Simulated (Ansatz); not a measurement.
# C2H7GeN: the cost of one run

Program: Ansatz 0.2.0, driven from Python. Level of theory: Hartree-Fock/cc-pVDZ. These are calculated values, not measurements.

### Step 1. The system

Bond lengths: C1–C2 1.286 Å, C2–N3 1.412 Å, N3–Ge4 1.865 Å, C1–H5 1.088 Å, C1–H6 1.150 Å, C2–H7 1.067 Å, N3–H8 1.090 Å, Ge4–H9 1.504 Å, Ge4–H10 1.554 Å, Ge4–H11 1.627 Å. Angles (14 of 15 angles, heavy atoms first): C1–C2–N3 119.1°, C2–N3–Ge4 122.4°, C1–C2–H7 121.3°, N3–C2–H7 119.5°, C2–C1–H5 125.4°, C2–C1–H6 119.8°, C2–N3–H8 121.5°, Ge4–N3–H8 115.7°, N3–Ge4–H9 113.7°, N3–Ge4–H10 108.7°, N3–Ge4–H11 107.3°, H5–C1–H6 114.5°, H9–Ge4–H10 113.0°, H9–Ge4–H11 108.3°.

The script holds or builds the structure itself.

### Step 2. The code

File run_tae.py:

```python
from collections import Counter
from dataclasses import dataclass
import logging
import sys

import ansatz as az

logging.basicConfig(stream=sys.stdout, format="[%(levelname)s] %(message)s")
logger = logging.getLogger("c2h7gen")
logger.setLevel(logging.INFO)


@dataclass(frozen=True)
class Settings:
    basis_set: str = "cc-pVDZ"
    functional: str = "hf"


settings = Settings()


def single_point(molecule, charge=0, unpaired=0):
    calc = (
        molecule.calculation()
        .basis(gaussian=settings.basis_set)
        .functional(settings.functional)
    )
    if charge:
        calc = calc.charge(charge)
    if unpaired:
        calc = calc.spin("collinear", total=unpaired)
    return calc.run().report["free_energy_ev"]

GEOMETRY = """
C    -0.47160    2.04750   -0.36150
C    -0.50390    0.85890    0.12790
N     0.37310   -0.12040   -0.38840
Ge    0.49550   -1.83400    0.33720
H     0.15170    2.37010   -1.19250
H    -1.21220    2.84230    0.01710
H    -1.15550    0.60860    0.93430
H     1.11000    0.12200   -1.15390
H     1.82920   -2.12920    0.96660
H     0.09830   -2.86680   -0.75320
H    -0.64930   -1.95590    1.48720
"""


def main() -> None:
    system = az.Crystal.molecule()
    for line in GEOMETRY.strip().splitlines():
        symbol, *xyz = line.split()
        system = system.atom(symbol, [float(v) for v in xyz])

    unpaired = {"C": 2, "N": 3, "Ge": 2, "H": 1}
    counts = Counter(site.symbol for site in system.cartesian_sites)
    atom_energy = {s: single_point(az.Crystal.molecule().atom(s, (0, 0, 0)), 0, unpaired[s]) for s in counts}
    whole = single_point(system, 0, 0)
    for s, e in atom_energy.items():
        logger.info(f"{s:2s} x{counts[s]}  {e:14.5f} eV")
    logger.info(f"C2H7GeN: {whole:.5f} eV")
    split = sum(counts[s] * e for s, e in atom_energy.items()) - whole
    logger.info(f"atomisation energy (no zero-point term): {split:.3f} eV, {split / sum(counts.values()):.3f} eV an atom")


if __name__ == "__main__":
    main()
```

### Step 3. The calls as engine input

The package turns the script's settings into the engine's input (first run):

```yaml
crystal:
  periodic: [false, false, false]
  atoms:
    - { symbol: C, position_ang: [0.0, 0.0, 0.0] }
basis:
  gaussian:
    orbitals: cc-pVDZ
hamiltonian:
  xc: hf
magnetization:
  spin_polarized: true
  initial_magnetization: 2.0
```

### Step 4. Launch

Started as:

```
> python run_tae.py
```

What time and memory should one allow on 1 thread of Arm Neoverse V1, shared host?

About 2.3 s, with a peak of 0.25 GiB.
